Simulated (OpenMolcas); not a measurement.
# InCNClF (SMILES N#[C][In]([F])[Cl]) at 6 levels

Wanted: a comparison of 6 runs (HF/3-21G, HF/def2-SVP, BLYP/def2-SVP, PBE0/def2-SVP, revPBE/def2-SVP, CCSD(T)/def2-SVP) of InCNClF. 

The results are computed with OpenMolcas 26.06.

### Step 1. Starting point

The species is InCNClF (5 atoms), meant as a singlet with charge 0. SMILES: `N#[C][In]([F])[Cl]`. Geometry: relaxed at PBE0-D4/def2-TZVP.

Bond lengths: N1–C2 1.152 Å, C2–In3 2.082 Å, In3–F4 1.924 Å, In3–Cl5 2.280 Å. Angles: N1–C2–In3 178.9°, C2–In3–F4 118.2°, C2–In3–Cl5 125.8°, F4–In3–Cl5 115.9°.

### Step 2. Energy and forces at HF/3-21G (run 1)

input.xyz reads:

```xyz
5

N     -1.392600     1.451400     1.648800
C     -0.781900     0.784400     0.934900
In     0.330400    -0.389600    -0.376400
F      0.434400    -2.280900    -0.039700
Cl     1.459700     0.361000    -2.209100
```

mol.input reads:

```
* CClFInN Hartree-Fock
&GATEWAY
BasLib = $CurrDir
Coord = input.xyz
Basis = 3-21G
Group = NoSym
&SEWARD
&SCF
Thresholds = 1e-10 1e-07 1e-07 1e-05
PrOrbitals = 1 1
&ALASKA
```

The basis set 3-21G is read from a file made from the Basis Set Exchange's data (not shown).

The run is started by

```bash
export MOLCAS_MEM=1860
pymolcas mol.input > mol.log
```

The log of the run:

```text
--- Start Module: gateway ---
[...]
--- Stop Module: gateway /rc=_RC_ALL_IS_WELL_ ---
[...]
      Basis functions           71
[...]
--- Start Module: scf ---
[...]
       Convergence after  15 Iterations
[...]
::    Total SCF energy                              -6362.8446258700
[...]
      Total spin, S                                     0.0000000000
[...]
      Total electronic charge=   88.000000
      Total            charge=   -0.000000
[...]
      Dipole Moment (debye):
      Origin of the operator (angstrom)=    0.3509   -0.2347   -0.4462
                   X=  1.2331E-01               Y= -2.4436E-01               Z= -1.1425E-01           Total=  2.9660E-01
      Quadrupole Moment (debye*angstrom):
[...]
--- Stop Module: scf /rc=_RC_ALL_IS_WELL_ ---
[...]
--- Start Module: alaska ---
[...]
 *              Molecular gradients               *
 **************************************************
  Irreducible representation: a
 ------------------------------------------------------------------------------------------
                              X                       Y                       Z
 ------------------------------------------------------------------------------------------
  N1               -1.12514366725556E-02    1.30387804732983E-02    1.29511352976124E-02
  C2                1.39093193765408E-02   -1.70831310483732E-02   -1.57635270143555E-02
  IN3               1.32389028317572E-02    3.09417383795068E-02   -2.71910730915312E-02
  F4                9.12381021371367E-04   -1.47395982543514E-02    2.47305445770873E-03
  CL5              -1.68091665571204E-02   -1.21577895500238E-02    2.75304103505007E-02
 ------------------------------------------------------------------------------------------
--- Stop Module: alaska /rc=_RC_ALL_IS_WELL_ ---
[...]
```

It took 4.2 s on 1 thread of Intel Xeon 6975P-C (Granite Rapids), shared host; peak memory 0.42 GiB.

### Step 3. Energy and forces at HF/def2-SVP (core potential) (run 2)

mol.input reads:

```
* CClFInN Hartree-Fock
>>> EXPORT MOLCAS_PRINT=2

&gateway
 baslib
 $CurrDir
 coord
 5
 bohr
 N     -2.63163260     2.74274850     3.11578043
 C     -1.47757686     1.48230117     1.76670495
 In     0.62436551    -0.73623730    -0.71129291
 F      0.82089703    -4.31027632    -0.07502213
 Cl     2.75843322     0.68219113    -4.17459398
 basis
 def2-SVP
 group
 NoSym

&seward

&scf
 thresholds
 1e-10 1e-07 1e-07 1e-05
 prorbitals
 1 1

&alaska
```

The basis set def2-SVP is read from a file made from the Basis Set Exchange's data (not shown).

The run is started by

```bash
export MOLCAS_MEM=1860
pymolcas mol.input > mol.log
```

The log of the run:

```text
--- Start Module: gateway ---
[...]
--- Stop Module: gateway /rc=_RC_ALL_IS_WELL_ ---
[...]
      Basis functions           86
[...]
--- Start Module: scf ---
[...]
       Convergence after  17 Iterations
[...]
::    Total SCF energy                               -840.2319041474
[...]
      Total spin, S                                     0.0000000000
[...]
      Total electronic charge=   60.000000
      Total            charge=   -0.000000
[...]
      Dipole Moment (debye):
      Origin of the operator (angstrom)=    0.3509   -0.2347   -0.4462
                   X=  7.8445E-01               Y=  2.6335E-01               Z= -1.2048E+00           Total=  1.4616E+00
      Quadrupole Moment (debye*angstrom):
[...]
--- Stop Module: scf /rc=_RC_ALL_IS_WELL_ ---
[...]
--- Start Module: alaska ---
[...]
 *              Molecular gradients               *
 **************************************************
  Irreducible representation: a
 ------------------------------------------------------------------------------------------
                              X                       Y                       Z
 ------------------------------------------------------------------------------------------
  N1               -2.20822393553224E-02    2.44780949584786E-02    2.57172229384501E-02
  C2                2.78846483807489E-02   -3.11747150862658E-02   -3.24113062825413E-02
  IN3              -2.07969523532192E-04    9.26312438368426E-03   -2.08183235902215E-03
  F4                1.51865175579968E-04    2.06645981809217E-03   -7.56470575976387E-04
  CL5              -5.74630467751192E-03   -4.63296407382963E-03    9.53238627918651E-03
 ------------------------------------------------------------------------------------------
--- Stop Module: alaska /rc=_RC_ALL_IS_WELL_ ---
[...]
```

Run time: 7.5 s. Hardware: 1 thread of Intel Xeon 6975P-C (Granite Rapids), shared host; peak memory 0.47 GiB.

Runs 3 to 4 aren't shown in full; the table further down has their settings and results.

### Step 4. Energy and forces at revPBE/def2-SVP (core potential) (run 5)

job.inp reads:

```
* CClFInN Kohn-Sham DFT

&GATEWAY
  BASLIB
  $CurrDir
  COORD
  5
  angstrom
  N       -1.392600       1.451400       1.648800
  C       -0.781900       0.784400       0.934900
  In       0.330400      -0.389600      -0.376400
  F        0.434400      -2.280900      -0.039700
  Cl       1.459700       0.361000      -2.209100
  BASIS
  def2-SVP
  GROUP
  NoSym

&SEWARD
  GRIDINPUT
  Grid=UltraFine
  End of Grid

&SCF
  KSDFT
  revPBE
  THRESHOLDS
  1e-10 1e-07 1e-07 1e-05
  PRORBITALS
  0

&ALASKA
```

The basis set def2-SVP is read from a file made from the Basis Set Exchange's data (not shown).

The run is started by

```bash
export MOLCAS_MEM=1860
pymolcas job.inp > job.log
```

The log of the run:

```text
--- Start Module: gateway ---
[...]
--- Stop Module: gateway /rc=_RC_ALL_IS_WELL_ ---
[...]
      Basis functions           86
[...]
--- Start Module: scf ---
[...]
       Convergence after  22 Iterations
[...]
::    Total KS-DFT energy                            -842.6910343561
[...]
      Total spin, S                                     0.0000000000
[...]
      Total electronic charge=   60.000000
      Total            charge=   -0.000000
[...]
      Dipole Moment (debye):
      Origin of the operator (angstrom)=    0.3509   -0.2347   -0.4462
                   X=  7.8176E-01               Y= -2.0319E-02               Z= -1.1281E+00           Total=  1.3727E+00
      Quadrupole Moment (debye*angstrom):
[...]
--- Stop Module: scf /rc=_RC_ALL_IS_WELL_ ---
[...]
--- Start Module: alaska ---
[...]
 *              Molecular gradients               *
 **************************************************
  Irreducible representation: a
 ------------------------------------------------------------------------------------------
                              X                       Y                       Z
 ------------------------------------------------------------------------------------------
  N1                3.08665352376778E-02   -3.32789017478365E-02   -3.61975551887959E-02
  C2               -2.49547487408490E-02    2.63033299961228E-02    2.94171203739859E-02
  IN3               5.14139969352501E-03   -8.70294604862909E-03   -5.21574702571126E-03
  F4               -1.36062552580996E-03    2.23949495347568E-02   -3.80196795365428E-03
  CL5              -9.69256066450441E-03   -6.71643173433800E-03    1.57981497941222E-02
 ------------------------------------------------------------------------------------------
--- Stop Module: alaska /rc=_RC_ALL_IS_WELL_ ---
[...]
```

Run time: 20 s. Hardware: 1 thread of Intel Xeon 6975P-C (Granite Rapids), shared host; peak memory 0.47 GiB.

### Step 5. A single-point energy at CCSD(T)/def2-SVP (core potential) (run 6)

calc.inp reads:

```
&gateway
 baslib = $CurrDir
 coord
 5
 angstrom
 N       -1.392600       1.451400       1.648800
 C       -0.781900       0.784400       0.934900
 In       0.330400      -0.389600      -0.376400
 F        0.434400      -2.280900      -0.039700
 Cl       1.459700       0.361000      -2.209100
 basis = def2-SVP
 group = NoSym

&seward

&scf
 thresholds = 1e-10 1e-07 1e-07 1e-05
 prorbitals = 1 1

&rasscf
 fileorb = $Project.ScfOrb
 spin = 1
 nactel = 0 0 0
 inactive = 30
 ras2 = 0
 outorbitals = Canonical
 orblisting = NoCore

&motra
 jobiph
 frozen = 12

&ccsdt
 cct
 triples = 2
 iterations = 80
 accuracy = 1e-08
 extrapolation = 5 4
```

The basis set def2-SVP is read from a file made from the Basis Set Exchange's data (not shown).

The run is started by

```bash
export MOLCAS_MEM=1860
pymolcas calc.inp > calc.log
```

The log of the run:

```text
--- Start Module: gateway ---
[...]
--- Stop Module: gateway /rc=_RC_ALL_IS_WELL_ ---
[...]
      Basis functions           86
[...]
       Convergence after  16 Iterations
[...]
::    Total SCF energy                               -840.2319041475
[...]
      Total spin, S                                     0.0000000000
[...]
      Number of active orbitals                  0
[...]
      Spin quantum number                      0.0
[...]
      Active orbitals                            0
[...]
      Number of CSFs                             1
[...]
      Number of root(s) required                 1
[...]
      Convergence after  4 iterations
[...]
      Natural orbitals and occupation numbers for root  1
      ************************************************************************************************************************
      *                                                    Final results                                                     *
      ************************************************************************************************************************
[...]
::    RASSCF root number  1 Total energy:   -840.23190415
[...]
      Total electronic charge=   60.000000
      Total            charge=   -0.000000
[...]
      Dipole Moment (debye):
      Origin of the operator (angstrom)=    0.3509   -0.2347   -0.4462
                   X=  7.8445E-01               Y=  2.6335E-01               Z= -1.2048E+00           Total=  1.4616E+00
      Quadrupole Moment (debye*angstrom):
[...]
--- Start Module: motra ---
[...]
--- Stop Module: motra /rc=_RC_ALL_IS_WELL_ ---
--- Start Module: ccsdt ---
[...]
      Convergence after                    17  Iterations
      Total energy (diff) :    -840.92130254      -0.00000000
[...]
 METHOD                       : CCSD+T(CCSD)+<T3(1)WT1> = CCSD(T)
[...]
       CCSD     =      -840.9213025382669
[...]
```

Run time: 70 s. Hardware: 1 thread of Intel Xeon 6975P-C (Granite Rapids), shared host; peak memory 0.47 GiB.

### Step 6. Overview of the runs

```
run                              level  integration grid      task   energy (Eh)  dipole moment (D) of the reference  HOMO energy (eV)  LUMO energy (eV)  wall time
  1                           HF/3-21G                 –  gradient  -6362.844626                                0.30            -13.15              0.25      4.2 s
  2       HF/def2-SVP (core potential)                 –  gradient   -840.231904                                1.46            -13.20              0.25      7.5 s
  3     BLYP/def2-SVP (core potential)         UltraFine  gradient   -842.708538                                1.50             -7.99             -3.35       20 s
  4     PBE0/def2-SVP (core potential)         UltraFine  gradient   -842.427985                                1.42             -9.74             -2.54       16 s
  5   revPBE/def2-SVP (core potential)         UltraFine  gradient   -842.691034                                1.37             -8.17             -3.32       20 s
  6  CCSD(T)/def2-SVP (core potential)                 –    energy   -840.942700                                1.46            -13.20              0.25       70 s
```

### Step 7. Results

```
                                           quantity          value
                                run 6: total energy  -840.94270 Eh
          run 6: dipole moment (mean-field density)         1.46 D
         run 6: HOMO energy (Hartree–Fock orbitals)      -13.20 eV
         run 6: LUMO energy (Hartree–Fock orbitals)        0.25 eV
       run 6: HOMO–LUMO gap (Hartree–Fock orbitals)       13.44 eV
run 6: correlation energy (12 core orbitals frozen)     -710.8 mEh
                              run 6: (T) correction     -21.40 mEh
```

In words: Over runs 1, 2, 3, 4, 5 the dipole moment (its size) runs from 0.30 D (HF/3-21G) to 1.50 D (BLYP/def2-SVP). The two ends differ in method and basis and core potential. Over runs 1, 2, 3, 4, 5 the HOMO–LUMO gap runs from 4.64 eV (BLYP/def2-SVP) to 13.44 eV (HF/def2-SVP). Exact exchange widens orbital gaps. Totals of different functionals can't be ranked against each other. Some runs of one species differ in core potentials or relativity; totals across that change don't compare. In run 1 relativity is left out where basis or elements ask for it. All runs together took 2.3 min, the longest 70 s.
